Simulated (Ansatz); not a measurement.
**Na6Bi: a closer look at a trial structure**

The task, for Na6Bi: compute bands, density of states and charges.

Computed with Ansatz 0.2.0 (DFT PBE, scalar-relativistic, plane waves, PAW, unless a step's input says otherwise).

1 further run of the same task is left out (it didn't finish). Runs told in other sessions of the task aren't counted.

### 1 The starting structure

It takes space group P-3m1 (No. 164, trigonal). The conventional cell has a = 3.702 Å, b = 3.702 Å, c = 20.602 Å, α = 90.00°, β = 90.00°, γ = 120.00°. Na (site symmetry 3m) is surrounded by 3 Bi at 3.32 Å and 9 Na at 3.70 to 3.82 Å. Around Na (site symmetry 3m) lie 12 Na at 3.70 to 3.82 Å. Around Na (site symmetry 3m) lie 12 Na at 3.70 to 3.75 Å. Around Bi (site symmetry -3m) lie 6 Na at 3.32 Å and 6 Bi at 3.70 Å.

Coordinates:

```
CELL_PARAMETERS angstrom
3.70247 0.00000 0.00000
-1.85123 3.20643 0.00000
0.00000 0.00000 20.60235
ATOMIC_POSITIONS crystal
Na 0.33333 0.66667 0.62307
Na 0.66667 0.33333 0.77675
Na 0.33333 0.66667 0.92608
Na 0.66667 0.33333 0.07392
Na 0.33333 0.66667 0.22325
Na 0.66667 0.33333 0.37693
Bi 0.00000 0.00000 0.50000
```

It is the end of an earlier relaxation with the same method, from a generated guess; it is a trial structure. At a tolerance of 0.05 Å it has space group P-3m1 (No. 164); it has 34.94 Å³/atom, an uncorrected energy of -0.07 eV/atom over the elements.

### 2 Electronic structure at the relaxed geometry

Input file input.yaml:

```yaml
crystal:
  lattice:
    - [3.702466987, 0.0, 0.0]
    - [-1.8512334935, 3.2064304675, 0.0]
    - [0.0, 0.0, 20.6023488594]
  atoms:
    - { symbol: Na, position: [0.3333333333, 0.6666666667, 0.6230682371] }
    - { symbol: Na, position: [0.6666666667, 0.3333333333, 0.7767479799] }
    - { symbol: Na, position: [0.3333333333, 0.6666666667, 0.9260806957] }
    - { symbol: Na, position: [0.6666666667, 0.3333333333, 0.0739193043] }
    - { symbol: Na, position: [0.3333333333, 0.6666666667, 0.2232520201] }
    - { symbol: Na, position: [0.6666666667, 0.3333333333, 0.3769317629] }
    - { symbol: Bi, position: [0.0, 0.0, 0.5] }
basis:
  ecutwfc: 420
kpoints:
  mp_grid: { grid: [12, 12, 2] }
  band_path:
    path:
      - [[0.0, 0.0, 0.0], [0.5, 0.0, 0.0], [0.33333333, 0.33333333, 0.0], [0.0, 0.0, 0.0], [0.0, 0.0, 0.5], [0.5, 0.0, 0.5], [0.33333333, 0.33333333, 0.5], [0.0, 0.0, 0.5]]
      - [[0.5, 0.0, 0.5], [0.5, 0.0, 0.0]]
      - [[0.33333333, 0.33333333, 0.5], [0.33333333, 0.33333333, 0.0]]
    npoints: 14
hamiltonian:
  xc: pbe
scf:
  occupations: { method: gaussian, width: 0.1 }
  n_extra_bands: 17
output:
  forces: true
  stress: true
  eigenvalues: true
  populations: true
  dos: { projected: true, de: 0.02, nscf_kmesh: { grid: [15, 15, 3] } }
  bader: true
  write_density: true
  write_potential: true
  elf: true
  volumetric_format: npy
```

Command:

```sh
$ ansatz run input.yaml --threads 1 --pin off --max-ram 2560MiB --backend cpu --events-out ev --progress --plain --runs-dir out
```

Before running it: what results should come out? Wanted: gap; states at the Fermi level; Bader charges.

The runs gave:

```
                 quantity                          value
                      gap                   none (metal)
states at the Fermi level           3.23 per eV per cell
            Bader charges  Na -0.13 to +0.63, Bi -0.95 e
```

**Reading.** Bands cross the Fermi level: a metal at this level of theory. Of the projected weight within 0.25 eV of the Fermi level, the largest part is Na 3s (74 %). The projections leave out shells that the potentials don't hold, such as empty d states. Bader charges go up to 0.9 e. These runs have no spin-orbit coupling; with Bi it would split and shift bands.
